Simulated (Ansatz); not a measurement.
# CH4OSiTe, SMILES [TeH]C1O[SiH2]1: a rigid scan of one bond angle

Run with Ansatz 0.2.0 through its Python package.

Script `bend_ch4osite.py`:
```python
# -*- coding: utf-8 -*-
"""Energy of CH4OSiTe against one bond angle."""

import warnings

import ansatz as az
from ase import Atoms

BASIS = "def2-SVP"
XC = "pbe0"
FMAX = 0.02


def main():
    warnings.simplefilter("ignore", az.DeckWarning)

    atoms = Atoms(["Te", "C", "O", "Si", "H", "H", "H", "H"], positions=[
        (-1.7007, 1.282, -0.373),
        (0.1045, 0.6199, 0.4153),
        (-0.1204, -0.2657, 1.4239),
        (0.5391, -1.1238, 0.0012),
        (-0.9541, 1.7192, -1.8937),
        (0.9784, 1.3029, 0.5928),
        (1.848, -1.6376, 0.2684),
        (-0.6026, -1.954, -0.4906),
    ])

    # relax first, so that the scan starts from a minimum
    first = (
        az.Crystal.molecule_from_ase(atoms).calculation()
        .basis(gaussian=BASIS)
        .functional(XC)
        .relax(force_tolerance=FMAX, max_steps=80)
    )
    atoms.positions = first.run().report["positions_ang"]

    rows = []
    for angle in [85, 95, 105, 115, 125, 140, 160]:
        bent = atoms.copy()
        bent.set_angle(1, 0, 4, angle, indices=[4])
        base = (
            az.Crystal.molecule_from_ase(bent).calculation()
            .basis(gaussian=BASIS)
            .functional(XC)
        )
        rows.append((angle, base.run().report["free_energy_ev"]))
    floor = min(e for _, e in rows)
    for angle, e in rows:
        print(f"angle C1-Te0-H4 = {angle:3d} deg   {1000 * (e - floor):9.1f} meV")


if __name__ == "__main__":
    main()
```

```console
$ python bend_ch4osite.py
angle C1-Te0-H4 =  85 deg        58.0 meV
angle C1-Te0-H4 =  95 deg         0.0 meV
angle C1-Te0-H4 = 105 deg        78.3 meV
angle C1-Te0-H4 = 115 deg       274.5 meV
angle C1-Te0-H4 = 125 deg       575.7 meV
angle C1-Te0-H4 = 140 deg      1201.1 meV
angle C1-Te0-H4 = 160 deg      2291.8 meV
```

The scan is rigid, and the energies are electronic, in a modest basis. The zero is the lowest point of the grid, which needn't be the minimum. def2 sets replace the cores of elements past krypton by effective core potentials. Hardware and time: 100 s on 1 thread of Intel(R) Xeon(R) 6975P-C (Granite Rapids), with other jobs on the host, peak memory 0.28 GiB.
